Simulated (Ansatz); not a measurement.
# GeH3Cl (chlorogermane) at 6 levels

We compute a comparison of 6 runs (B3LYP/6-31G*, CAM-B3LYP/def2-TZVP, PBE/def2-TZVP, r2SCAN/def2-TZVP, revPBE/def2-TZVP, MP2/def2-TZVP) of GeH3Cl (chlorogermane). 

The results are computed with Ansatz 0.2.0.

46 further runs of the same task are left out: 6 that didn't finish, 40 set aside as unsound or not needed.

## (1) The system as given

The species is GeH3Cl (5 atoms), meant as a singlet with charge 0. As SMILES, `[Cl][GeH3]`. The Ge2–H5 distance was set to 3.370 Å, away from the relaxed value. At this shape a bond of the SMILES string is far longer than usual.

Bond lengths: Cl1–Ge2 2.155 Å, Ge2–H3 1.532 Å, Ge2–H4 1.532 Å. Angles: Cl1–Ge2–H3 107.1°, Cl1–Ge2–H4 107.1°, H3–Ge2–H4 111.7°.

## (2) The energy at B3LYP/6-31G(d) (spherical functions) (run 1)

run.yaml reads:

```yaml
crystal:
  periodic: [false, false, false]
  atoms:
    - {symbol: Cl, position_ang: [-2.863033, -0.981253, -0.579451]}
    - {symbol: Ge, position_ang: [-0.825433, -0.970053, -1.281351]}
    - {symbol: H, position_ang: [-0.826833, -0.299953, -2.658851]}
    - {symbol: H, position_ang: [-0.368233, -2.429853, -1.361351]}
    - {symbol: H, position_ang: [0.984500, 0.782900, 0.956700]}
basis:
  gaussian:
    orbitals: 6-31G_st_-spherical.json
output: {orbitals: {seedname: orbitals}}
hamiltonian:
  xc: {name: B3LYP}
magnetization:
  spin_polarized: false
accuracy: high
```

The basis set 6-31G* is read from a file made from the Basis Set Exchange's data (not shown).

Started as:

```sh
$ ansatz run run.yaml --threads 1 --pin off --max-ram 3480MiB --events-out events.jsonl --progress --plain --runs-dir runs
```

Standard output:

```text
Warning: RAYON_NUM_THREADS=1 ignored (pool sized by the plan → 1); use --threads N
Functional definition: B3LYP
  name "B3LYP"
  parameter a0 = 0.2
  parameter ax = 0.72
  parameter ac = 0.81
  exchange = (1 - a0 - ax)*slater_x + ax*b88_x + a0*exact_x
  correlation = (1 - ac)*vwn_rpa_c + ac*lyp_c
1106 factors; integrals over basis functions are off by at most 4.9e-9 eV
mean field evaluation 1: about -69078.6684 eV, gradient 1.9e1 eV
mean field evaluation 2: about -69072.5808 eV, gradient 3.4e1 eV
mean field evaluation 4: about -69079.5331 eV, gradient 4.3e0 eV
mean field evaluation 8: about -69079.6366 eV, gradient 3.4e-1 eV
mean field evaluation 16: about -69079.6929 eV, gradient 4.2e-4 eV
mean field -69079.69286023 eV, -2538.6318887157 hartree, gradient 2.1e-8 eV, S^2 0.000000; 0 other end points of the search recorded, 0 dependent functions left out
reference -69079.69289853 eV, -2538.6318901235 hartree; 26, 26 occupied and 30, 30 virtual orbitals, 1106 factors
Total energy: -69079.69289853 eV, -2538.6318901235 hartree
```

It took 4.2 s on 1 thread of Arm Neoverse V1, shared host; peak memory 0.16 GiB.

## (3) A single-point energy at CAM-B3LYP/def2-TZVP (run 2)

molecule.yaml reads:

```yaml
crystal:
  periodic: [false, false, false]
  atoms:
    - {symbol: Cl, position_ang: [-2.863033, -0.981253, -0.579451]}
    - {symbol: Ge, position_ang: [-0.825433, -0.970053, -1.281351]}
    - {symbol: H, position_ang: [-0.826833, -0.299953, -2.658851]}
    - {symbol: H, position_ang: [-0.368233, -2.429853, -1.361351]}
    - {symbol: H, position_ang: [0.984500, 0.782900, 0.956700]}
basis:
  gaussian:
    orbitals: def2-TZVP
accuracy: high
hamiltonian:
  xc: {name: CAM-B3LYP}
output: {orbitals: {seedname: orbitals}}
```

Started as:

```sh
$ ansatz run molecule.yaml --threads 1 --pin off --max-ram 3480MiB --events-out events.jsonl --progress --plain --runs-dir runs
```

Standard output:

```text
Warning: RAYON_NUM_THREADS=1 ignored (pool sized by the plan → 1); use --threads N
Functional definition: CAM-B3LYP
  name "CAM-B3LYP"
  parameter alpha = 0.19
  parameter beta = 0.46
  parameter omega = 0.33/bohr
[... 1 set-up line as earlier in the session ...]
  exchange = (1 - alpha - beta)*b88_x + beta*b88_x_sr(omega) + alpha*exact_x + beta*exact_x_lr(omega)
  correlation = (1 - ac)*vwn5_c + ac*lyp_c
1628 factors; integrals over basis functions are off by at most 4.6e-9 eV
360 factors; integrals over basis functions are off by at most 2.1e-9 eV
mean field evaluation 1: about -69088.1873 eV, gradient 2.6e1 eV
mean field evaluation 2: about -69084.7895 eV, gradient 4.1e1 eV
mean field evaluation 4: about -69089.9789 eV, gradient 1.6e0 eV
mean field evaluation 8: about -69090.0276 eV, gradient 1.5e-1 eV
mean field evaluation 16: about -69090.0278 eV, gradient 1.2e-4 eV
mean field -69090.02775100 eV, -2539.0116889464 hartree, gradient 9.4e-8 eV, S^2 0.000000; 0 other end points of the search recorded, 0 dependent functions left out
reference -69090.02777070 eV, -2539.0116896702 hartree; 26, 26 occupied and 77, 77 virtual orbitals, 1628 factors
Total energy: -69090.02777070 eV, -2539.0116896702 hartree
```

It took 8.1 s on 1 thread of Arm Neoverse V1, shared host; peak memory 0.33 GiB.

Runs 3 to 5 aren't shown in full; the table further down has their settings and results.

## (4) A single-point energy at MP2/def2-TZVP (run 6)

job.yaml reads:

```yaml
crystal:
  periodic: [false, false, false]
  atoms:
    - symbol: Cl
      position_ang: [-2.863033, -0.981253, -0.579451]
    - symbol: Ge
      position_ang: [-0.825433, -0.970053, -1.281351]
    - symbol: H
      position_ang: [-0.826833, -0.299953, -2.658851]
    - symbol: H
      position_ang: [-0.368233, -2.429853, -1.361351]
    - symbol: H
      position_ang: [0.984500, 0.782900, 0.956700]
basis:
  gaussian: {orbitals: def2-TZVP}
total_charge: 0
correlation: {method: mp2, frozen_orbitals: {Cl: 5, Ge: 9, H: 0}}
accuracy: high
```

Started as:

```sh
$ ansatz run job.yaml --threads 1 --pin off --max-ram 3480MiB --events-out events.jsonl --progress --plain --runs-dir runs
```

Standard output, cut to the lines that bear on the results:

```text
Warning: RAYON_NUM_THREADS=1 ignored (pool sized by the plan → 1); use --threads N
Functional definition: HF
  name "HF"
[...]
1628 factors; integrals over basis functions are off by at most 4.6e-9 eV
[...]
mean field -69020.78792663 eV, -2536.4671723333 hartree, gradient 1.4e-8 eV, S^2 0.000000; 1 other end points of the search recorded, 0 dependent functions left out; unrestricted orbitals would lower it
[...]
unrestricted determinant -69023.14165835 eV, -2536.5536703784 hartree, S^2 0.9636
14 core orbitals not correlated: weight in the atoms' cores, before any rotation towards them, 1.000 or more for the frozen orbitals, at most 0.000 for the correlated occupied ones
reference -69020.78792663 eV, -2536.4671723333 hartree; 12, 12 occupied and 77, 77 virtual orbitals, 1628 factors
second order -12.58536068 eV of doubles, -0.00000000 eV of singles
Total energy: -69033.37328731 eV, -2536.9296758076 hartree
```

Wall time 6.3 s (1 thread of Arm Neoverse V1, shared host); peak memory 0.3 GiB.

## (5) All runs side by side

```
run                               level  frozen core orbitals   energy (Eh)  HOMO energy (eV)  LUMO energy (eV)  HOMO–LUMO gap (eV)  wall time
  1  B3LYP/6-31G* (spherical functions)                     –  -2538.631890             -6.51             -4.36                2.15      4.2 s
  2                 CAM-B3LYP/def2-TZVP                     –  -2539.011690             -7.76             -3.48                4.28      8.1 s
  3                       PBE/def2-TZVP                     –  -2538.393303             -5.95             -4.85                1.10      5.7 s
  4                    r2SCAN/def2-TZVP                     –  -2538.852531             -6.18             -4.93                1.24       13 s
  5                    revPBE/def2-TZVP                     –  -2538.661966             -5.92             -4.82                1.10      6.3 s
  6                       MP2/def2-TZVP                    14  -2536.929676                 –                 –                   –      6.3 s
```

## (6) What came out

```
                                           quantity           value
                                run 6: total energy  -2536.92968 Eh
run 6: correlation energy (14 core orbitals frozen)      -462.5 mEh
```

Over runs 1, 2, 3, 4, 5 the HOMO–LUMO gap runs from 1.10 eV (revPBE/def2-TZVP) to 4.28 eV (CAM-B3LYP/def2-TZVP). Totals of different functionals can't be ranked against each other. In run 6 the log says that unrestricted orbitals would lower the reference, so the values rest on an unstable closed-shell determinant (other closed-shell runs at this shape may share the fault). In runs 1, 2, 3, 4, 5, 6 a closed-shell determinant meets a far-stretched bond, which it describes badly. All runs together took 44 s, the longest 13 s.
